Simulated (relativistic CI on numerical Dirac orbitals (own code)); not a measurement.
# In XX (In¹⁹⁺): levels and lines

What are the lowest levels and the strongest lines of In¹⁹⁺? One CI run answers it; further runs change one setting each.

The numbers are computed with relativistic CI on numerical Dirac orbitals (own code) version 2 (Dirac-Coulomb-Breit CI, KLI orbitals optimised for each configuration, model QED (radiative potential, 1s self-energy scaled to tabulated hydrogen-like ionisation energies)), except any that are marked as measured or tabulated.

### 1 Starting point

* ion: In¹⁹⁺ (In XX)
* nuclear charge: 49
* electrons: 30
* isotope: A = 115
* first configuration typed: [Ar] 3d10 4s2

Outer shells as boxes (Hund's rule):

first configuration typed
```
[Ar] core
3d [↑↓][↑↓][↑↓][↑↓][↑↓]
4s [↑↓]
```

### 2 The main run

The run's settings:

```ini
atom In  Z=49  charge=19  electrons=30
nucleus A=115  rms_radius_fm=4.6156
hamiltonian dirac-coulomb  breit=on  qed=on  c_scale=1
orbitals kli  potential=per-configuration
slater_scale 1
correlation none
mixing on
configurations
  [Ar] 3d10 4s2
  [Ar] 3d10 4s 4p
  [Ar] 3d10 4p2
  [Ar] 3d10 4s 4d
  [Ar] 3d10 4d2
  [Ar] 3d10 4s 4f
  [Ar] 3d10 4p 4d
  [Ar] 3d10 4f2
  [Ar] 3d10 4p 4f
  [Ar] 3d10 4d 4f
  [Ar] 3d10 4s 5s
  [Ar] 3d10 4s 5p
  [Ar] 3d10 4s 5d
  [Ar] 3d10 4s 5f
  [Ar] 3d10 4s 5g
  [Ar] 3d10 4s 6s
end
```

### 3 Slater integrals scaled by 0.9

Changes to the settings of step 2:

```diff
@@ -4,3 +4,3 @@
 orbitals kli  potential=per-configuration
-slater_scale 1
+slater_scale 0.9
 correlation none
```

### 4 Non-relativistic limit (c × 1000)

Changes to the settings of step 3:

```diff
@@ -2,5 +2,5 @@
 nucleus A=115  rms_radius_fm=4.6156
-hamiltonian dirac-coulomb  breit=on  qed=on  c_scale=1
+hamiltonian dirac-coulomb  breit=off  qed=off  c_scale=1000
 orbitals kli  potential=per-configuration
-slater_scale 0.9
+slater_scale 1
 correlation none
```

### 5 One common potential

Changes to the settings of step 4:

```diff
@@ -2,4 +2,4 @@
 nucleus A=115  rms_radius_fm=4.6156
-hamiltonian dirac-coulomb  breit=off  qed=off  c_scale=1000
-orbitals kli  potential=per-configuration
+hamiltonian dirac-coulomb  breit=on  qed=on  c_scale=1
+orbitals kli  potential=mean
 slater_scale 1
```

(Steps that only read results are left out.)

Before running it: what results should come out? Wanted: lowest level; first excitation; lowest level of the other parity; fastest E1 line; ionisation energy.

**Answer**, as computed:

| run | time | mean size of shift, levels followed (cm⁻¹) | lowest level | ionisation energy (eV) |
| --- | --- | --- | --- | --- |
| main run | 1.1 s | 0 | 4s2 1S0 | 559.32 |
| Slater integrals scaled by 0.9 | 1.1 s | 1830 | 4s2 1S0 | 559.32 |
| non-relativistic limit (c × 1000) | 0.67 s | 90338 | 4s2 1S0 | - |
| one common potential | 0.55 s | 64.7 | 4s2 1S0 | - |

The tabulated theoretical ionisation energy (NIST) is 560 eV.

| quantity | value |
| --- | --- |
| lowest level | 4s2 1S0 |
| first excitation | 4s 4p 3P°0, 295543 cm⁻¹ |
| lowest level of the other parity | 4s 4p 3P°0, 295543 cm⁻¹ |
| levels in the model | 104 |
| fastest E1 line (by rate) to the lowest level | 4.636 nm, from 4s 5p 1P°1 |
| ionisation energy | 559.32 eV |
| ionisation energy, tabulated theoretical (NIST) | 560 eV |

**Reading.** 4s2 1S0 comes out lowest; its LS label holds 99 % and its jj label 99 %; over the low levels the means are 89 and 92 %, so both schemes do about equally well. The ionisation energy agrees with the tabulated theoretical value within its uncertainty of 4 eV. The largest mover is «non-relativistic limit (c × 1000)» (90338 cm⁻¹ on average). Lifetimes count radiative decay inside the model alone.
